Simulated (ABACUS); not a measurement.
Runs of ABACUS 3.10.1 on Mn. The cell holds a sheet with vacuum, 1 atom: a = 2.614 Å, b = 2.614 Å, c = 23.800 Å, α = 90.00°, β = 90.00°, γ = 90.00°. The cell was built by a generator and needn't be a form met in nature.

| level | gap on the mesh (eV) | moment (μB) |
| --- | --- | --- |
| LDA | none | 4.20 |
| RPBE | none | 4.22 |
| PBEsol | none | 4.24 |
| WC | none | (a) |
| PBE | none | 4.22 |

Alike in all rows: task single point; potentials or basis SG15 ONCV 1.2 PBE, DZP LCAO (the cutoffs set its grid); spin collinear, ferromagnetic start; cell as given; k mesh 10 × 10 × 1; cutoff (eV) 1361; smearing fermi-dirac 0.05 eV.

Question: Fill in the values left out.

Answer: (a) 4.38.

Caveats: the atomic orbitals were generated for these runs and aren't a published set; the basis of atomic orbitals isn't converged, which shifts pressures, moduli and gaps; confined orbitals describe the vacuum poorly, which shifts work functions (some runs).

A gap of «none» marks a metal or a gap under the smearing width.
